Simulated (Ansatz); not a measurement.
HPbNO4:

```xyz
7
Lattice="4.2753 -0.0004 0.0064 -2.0840 5.2077 -0.0491 -2.1238 -1.8657 4.9149" Properties=species:S:1:pos:R:3 pbc="T T T"
H     2.2338   -1.5247    4.4769
Pb    0.1373    4.0030    0.6652
N    -2.0197    1.5311    2.4473
O     2.2736    4.7756    0.1022
O    -1.9905    2.6889    2.9560
O     2.2225    1.4102    1.1945
O    -2.0163    0.5081    3.1892
```

The cell was built by a generator and needn't be a form met in nature.

Base run:

| Item | Value |
| --- | --- |
| Program | Ansatz 0.2.0 |
| Functional | LDA |
| Potentials or basis | Ansatz PAW |
| Cutoff | 420 eV (not typed: the program's choice for these potentials) |
| k mesh | 8 × 6 × 6 |
| Occupations | fermi-dirac, width 0.05 eV |
| Spin | no spin polarisation |

Its results: band gap on the k mesh 2.75 eV, indirect (least direct gap 3.12 eV); pressure -5.5 GPa; largest force 1.024 eV/Å.

Task: The run is repeated on the same cell with these changes: functional from LDA to PBE; potentials or basis from Ansatz PAW to Ansatz PAW earlier set; cutoff from 420 eV (not typed: the program's choice for these potentials) to 1000 eV; valence electrons from 44 to 52. What comes out?

Result: Band gap on the k mesh 2.82 eV, indirect (least direct gap 3.16 eV); pressure -0.1 GPa; largest force 0.048 eV/Å.

Caveats: spin-orbit coupling is left out, which as a rule narrows the gap of such compounds by several tenths of an eV; the PAW data sets come from PBE, with cores solved anew for the run's functional, which leaves a small shift of forces and pressure (some runs); forces of over 1 eV/Å show positions far from the minimum, so gaps and moduli don't describe the material at rest (some runs).

A k mesh can miss the band edges.
